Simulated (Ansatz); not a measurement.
Crystal: LiY3.

```xyz
4
Lattice="-2.3672 2.3672 5.3266 2.3672 -2.3672 5.3266 2.3672 2.3672 -5.3266" Properties=species:S:1:pos:R:3 pbc="T T T"
Y     0.0000    0.0000    5.3266
Y     2.3672    0.0000    2.6633
Y     0.0000    2.3672    2.6633
Li    0.0000    0.0000    0.0000
```

The cell comes from a database or a generator and needn't be the stable form of this composition.

Below is the output of Ansatz 0.2.0 for this cell. Logs are shortened: lines on timing, memory, paths and dates and some standing lists are left out, and cuts for length are marked.

```text
Warning: RAYON_NUM_THREADS=2 ignored (pool sized by the plan → 2); use --threads N
scf.n_extra_bands = 10 over 18 filled bands (N_el = 36.0): the run solves 28 bands
Engine: ansatz 0.2.0, aarch64-unknown-linux-gnu
Pseudopotentials: kind: paw
Pseudopotential: Y, paw, valence charge 11, recommended cutoff 500 eV (meta_gga), Y.paw.azcp
Pseudopotential: Li, paw, valence charge 3, recommended cutoff 500 eV (meta_gga), Li.paw.azcp
Functional definition: r2SCAN
  parameter k0 = 0.174
  parameter k1 = 0.065
  parameter a1 = 4.9479
  exchange = r2scan_x(k0 = k0, k1 = k1, a1 = a1)
  correlation = r2scan_c
Crystal: 4 atoms, lattice volume = 119.393 Å³
Basis set: ecut = 500 eV, 3035 PW (Γ), exchange–correlation on 192×192×192 points (64 copies of the dense FFT grid, shifted against one another)
Bands: 28, of which v1, the nominal top of the filled ones, is band 18 counted from 1 (17 counted from 0)
Symmetry: 16 space group operations
Space group: I4/mmm (ITA 139), of the structure as read, at distance tolerance 4.9e-5 Å
k-points: 59 of 512
Non-local potential: Y, projectors of the file, l = 0: 3, l = 1: 2, l = 2: 2, l = 3: 1
Non-local potential: Li, projectors of the file, l = 0: 3, l = 1: 2, l = 2: 1
PAW form: soft (Blöchl's): semilocal exchange-correlation on the pseudo side does not see the compensation charge
PAW frozen core: Y, regenerated for the run's functional (the file was generated under x = pbe(κ = 0.804, μ = 0.2195149727645171), c = pbe(β = 0.06672455060314922))
PAW one-centre angular grid: Y, 590 points (default); XC on 160 Gauss nodes
PAW one-centre angular grid: Li, 302 points (default); XC on 327 of its mesh's 2665 points in the sphere
Initial density: superposition of atomic densities (neutral atoms: chi_scale 0, normalization atom), corrected by the library's trained network
Initial wavefunctions: pseudopotential atomic-orbital guess
Functional: x = r2scan, c = r2scan; τ floored in thin density (d = 2e-4 eV/Å³)
SCF iter   1: F=—  HF=-11783.330854 eV  |F-HF|=—  |Δ(HF+E_count)|=         —  Δρ=5.39e-3  dr2=3.09e-2  dr2_τ=5.27e-3  ethr=1.77e-3  ⟨swp⟩=5.5  Hψ=7562  notcnv=0  defer=35
preconditioner: auto → Kerker (q_TF=auto, 2.234 Å⁻¹)  [metal: Δε(μ)=0.028 eV  Ē_g=3.476 eV  σ=0.050 eV  W_gap=0.14  n_scr=30 (ndim 8)  ℏωp=10.7 eV  f_vac=0.000  D(μ)=5.84/eV (n_scr^D=44)]
SCF iter   2: F=—  HF=-11783.409816 eV  |F-HF|=—  |Δ(HF+E_count)|=   7.90e-2  Δρ=3.94e-3  dr2=1.91e-2  dr2_τ=2.90e-4  ethr=8.59e-5  ⟨swp⟩=2.0  Hψ=3372  notcnv=0  defer=109
SCF iter   3: F=—  HF=-11783.412559 eV  |F-HF|=—  |Δ(HF+E_count)|=   2.74e-3  Δρ=9.59e-4  dr2=1.59e-3  dr2_τ=2.07e-4  ethr=5.31e-5  ⟨swp⟩=3.0  Hψ=2912  notcnv=0  defer=109
SCF iter   4: F=—  HF=-11783.413167 eV  |F-HF|=—  |Δ(HF+E_count)|=   6.08e-4  Δρ=2.95e-4  dr2=1.24e-4  dr2_τ=1.17e-5  ethr=4.43e-6  ⟨swp⟩=2.8  Hψ=2566  notcnv=0  defer=109
SCF iter   5: F=—  HF=-11783.413207 eV  |F-HF|=—  |Δ(HF+E_count)|=   4.01e-5  Δρ=7.86e-5  dr2=1.29e-5  dr2_τ=9.58e-7  ethr=3.45e-7  ⟨swp⟩=2.1  Hψ=1884  notcnv=0  defer=109
SCF iter   6: F=—  HF=-11783.413180 eV  |F-HF|=—  |Δ(HF+E_count)|=   2.75e-5  Δρ=2.87e-5  dr2=1.85e-6  dr2_τ=3.40e-8  ethr=3.58e-8  ⟨swp⟩=2.9  Hψ=2493  notcnv=0  defer=109
SCF iter   7: F=—  HF=-11783.413180 eV  |F-HF|=—  |Δ(HF+E_count)|=   7.91e-8  Δρ=8.75e-6  dr2=2.19e-7  dr2_τ=3.71e-9  ethr=5.14e-9  ⟨swp⟩=2.0  Hψ=1839  notcnv=0  defer=109
SCF iter   8: F=-11783.413180 eV  HF=-11783.413180 eV  |F-HF|=6.92e-9  |Δ(HF+E_count)|=   4.05e-9  Δρ=2.84e-6  dr2=2.31e-8  dr2_τ=4.04e-10  ethr=2.78e-10  ⟨swp⟩=9.1  Hψ=5558  notcnv=0
SCF 1 converged in 8 iterations: F = -11783.413180 eV  dr2 = 2.31e-8
  greatest PAW one-centre occupation: 0.999 electrons in one spin orbital (limit 2), on the Li atom at site 3 (counted from 0), in its partial waves of l = 0
NSCF: frozen V_eff on 156 k-points
SCF converged after 8 iterations
Free energy (F): -11783.413180 eV
Harris-Foulkes:  -11783.413180 eV  (|F-HF|=6.92e-9)
Internal energy: -11783.364621 eV  (E = F + TS)
E sigma→0 (E₀):  -11783.388900 eV
Entropy (-TS):   -0.048559 eV (-12.140 meV/atom)
Fermi energy:    7.915864 eV
--- Per-component energies (eV) ---
  E_band       = -515.221744
  E_kinetic    = 933.412869
  E_local      = -2129.918265  (includes V_loc(G=0)·N_el)
  E_nonlocal   = 116.941142
  E_hartree    = 684.423691
  E_xc         = -511.309983
  E_vxc        = -676.992777  (∫ρ·V_xc dr)
  E_paw        = -8546.914597  (= ΣΔE_a)
  E_vpaw       = -164.849121  (= ΣTr[D̂ρ^β])
  E_aug_tail   = -0.000092  (compensation charges beyond the density's cutoff)
  E_vtau       = 37.338852  (kinetic-family band-sum trace: ∫τ·v_τ [+ j·A + Jᵃ·Aᵃ] dr)
  E_ewald      = -2329.537527
  E_core_change = -0.461860  (= ΣΔE_core)
  E_smearing   = -0.048559  (= −TS)
  E_closure    = 0.000000  (closes the sum)
  Σ components = -11783.413180   (vs F -11783.413180, Δ=0.00e0)
--- Forces (eV/Å), atoms counted from 1 ---
  atom   1  Y      0.00000000     0.00000000     0.00000000
  atom   2  Y      0.00000000     0.00000000     0.00000000
  atom   3  Y      0.00000000    -0.00000000     0.00000000
  atom   4  Li    -0.00000000     0.00000000     0.00000000
  max |Σ_I F_I| component: 1.97e-31 eV/Å
--- Stress (GPa, compression-positive) ---
        0.228671       0.000000       0.000000
        0.000000       0.228671       0.000000
        0.000000       0.000000       1.392511
  P = ⅓ Tr σ = 0.6166 GPa (6.166 kbar)
--- Band table (eV; the first three rows and the last of 59) ---
  k-point 0: bands = ["-39.2358", "-36.5123", "-36.4196", "-36.3338", "-16.0059", "-16.0059", "-15.9998", "-15.8567", "-15.8567", "-15.6232", "-15.5236", "-15.5082", "-15.5082", "3.1523", "6.5014", "6.5314", "7.7842", "8.1013", "8.1013", "8.4612", "8.9644", "9.2109", "9.2109", "10.8376", "11.0147", "11.0270", "12.0789", "12.0789"]
  k-point 1: bands = ["-39.2358", "-36.5090", "-36.4152", "-36.3413", "-16.0552", "-15.9447", "-15.9301", "-15.8756", "-15.8603", "-15.6149", "-15.5939", "-15.5314", "-15.5015", "3.4339", "6.7221", "6.7551", "7.6210", "8.0019", "8.0075", "8.6615", "8.7619", "8.8444", "9.2591", "10.8749", "11.1431", "11.1673", "11.8816", "12.1362"]
  k-point 2: bands = ["-39.2358", "-36.5022", "-36.4034", "-36.3591", "-16.1088", "-15.9174", "-15.8801", "-15.8685", "-15.7845", "-15.7428", "-15.5972", "-15.5585", "-15.4866", "4.2127", "6.8655", "7.3521", "7.3693", "7.8486", "8.0121", "8.1613", "8.2261", "9.0938", "9.6062", "10.5593", "10.8749", "11.4424", "11.7627", "11.8627"]
  k-point 58: bands = ["-39.2358", "-36.4958", "-36.4364", "-36.3339", "-16.0625", "-16.0625", "-15.7861", "-15.7861", "-15.7733", "-15.7633", "-15.6191", "-15.5203", "-15.5203", "4.4762", "5.0867", "6.0168", "7.4254", "7.6771", "7.6771", "8.0115", "9.2607", "10.3524", "10.3524", "10.4443", "10.8462", "11.6559", "11.6559", "12.8388"]
```

**Question.** Write the input and the command behind it.

**Answer.** Band structure with r2SCAN, no spin polarisation. The files as run (others can give the same):

input.yaml
```yaml
crystal:
  lattice:
    - [-2.36719, 2.36719, 5.326643]
    - [2.36719, -2.36719, 5.326643]
    - [2.36719, 2.36719, -5.326643]
  atoms:
    - { symbol: "Y", position: [0.5, 0.5, 0.0] }
    - { symbol: "Y", position: [0.25, 0.75, 0.5] }
    - { symbol: "Y", position: [0.75, 0.25, 0.5] }
    - { symbol: Li, position: [0.0, 0.0, 0.0] }
hamiltonian:
  xc: r2scan
  pseudopotentials: { kind: paw }
kpoints:
  mp_grid: { grid: [8, 8, 8] }
  band_path:
    path:
      - [[0.0, 0.0, 0.0], [0.0, 0.0, 0.5], [-0.0987481705, 0.0987481705, 0.5], [-0.2993740852, 0.2993740852, 0.2993740852], [0.0, 0.0, 0.0], [0.5, 0.5, -0.5], [0.2993740852, 0.7006259148, -0.2993740852], [0.0, 0.5, 0.0], [0.25, 0.25, 0.25], [0.5, 0.5, -0.0987481705], [0.5, 0.5, -0.5]]
      - [[0.0, 0.0, 0.5], [0.25, 0.25, 0.25]]
    npoints: 14
scf:
  occupations: { method: fermi_dirac, width: 0.05 }
  n_extra_bands: 10
output:
  forces: true
  stress: true
  eigenvalues: true
  fatbands: true
```

Potentials or basis: Ansatz PAW.
The run is started by
```console
$ ansatz run input.yaml --threads 2 --pin off --max-ram 5632MiB --backend cpu --events-out ev --progress --plain --runs-dir out
```

Caveat: the PAW data sets come from PBE, with cores solved anew for the run's functional, which leaves a small shift of forces and pressure.
